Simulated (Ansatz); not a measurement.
## FH2O2Si, SMILES O[Si](O)F: a rigid torsion scan

Program: the Ansatz DFT code, driven from Python.

`fh2o2si_torsion.py`:
```python
# -*- coding: utf-8 -*-
import warnings

import ansatz as az
from ase import Atoms

BASIS_SET = 'cc-pVDZ'
XC = 'cam_b3lyp'
FORCE_TOL = 0.02


def main():
    warnings.simplefilter('ignore', az.DeckWarning)

    atoms = Atoms(['O', 'Si', 'O', 'F', 'H', 'H'], positions=[
        [-0.5478, 1.2996, -0.504],
        [0.5495, 0.1537, -0.5221],
        [0.7913, -0.2854, 1.0361],
        [-0.0464, -1.1153, -1.2081],
        [-1.4099, 1.102, -0.0665],
        [0.7053, -1.2187, 1.2185],
    ])

    first = (
        az.Crystal.molecule_from_ase(atoms).calculation()
        .basis(gaussian=BASIS_SET)
        .functional(XC)
        .spin('collinear', total=1)
        .relax(force_tolerance=FORCE_TOL, max_steps=80)
    )
    atoms.positions = first.run(threads=1, pin='off').report['positions_ang']

    start = atoms.get_dihedral(0, 1, 2, 5)
    energies = {}
    for turn in range(0, 360, 40):
        turned = atoms.copy()
        turned.set_dihedral(0, 1, 2, 5, start + turn, indices=[2, 5])
        model = az.Crystal.molecule_from_ase(turned).calculation()
        model = model.basis(gaussian=BASIS_SET)
        model = model.functional(XC)
        model = model.spin('collinear', total=1)
        energies[round((start + turn) % 360)] = model.run(threads=1, pin='off').report['free_energy_ev']
    floor = min(energies.values())
    print('dihedral O0-Si1-O2-H5 (deg)   E - E(min) (kcal/mol)')
    for angle, e in sorted(energies.items()):
        print(f'{angle:8d} {23.060548 * (e - floor):14.3f}  ' + '#' * int(30 * (e - floor) / max(max(energies.values()) - floor, 1e-9)))


if __name__ == '__main__':
    main()
```

```console
$ python fh2o2si_torsion.py
dihedral O0-Si1-O2-H5 (deg)   E - E(min) (kcal/mol)
      25          2.761  ####################
      65          2.029  ##############
     105          1.457  ##########
     145          0.616  ####
     185          0.000
     225          0.902  ######
     265          2.771  ####################
     305          4.140  ##############################
     345          3.998  ############################
```

Notes:
- The scan is rigid and the energies are electronic, in a modest basis. With rigid groups the curve can differ much from the relaxed path, the start wasn't checked as a minimum of this torsion, and equivalent turns needn't return to the same energy.
- The species is open-shell (spin multiplicity 2).
- Timing: 85 s on 1 thread of Intel(R) Xeon(R) Platinum 8488C (Sapphire Rapids) (shared host), peak memory 0.27 GiB.

(A comment or docstring line of the script was reworded after the run, the code is as it ran; lines on the test bed's own set-up are left out of the output.)
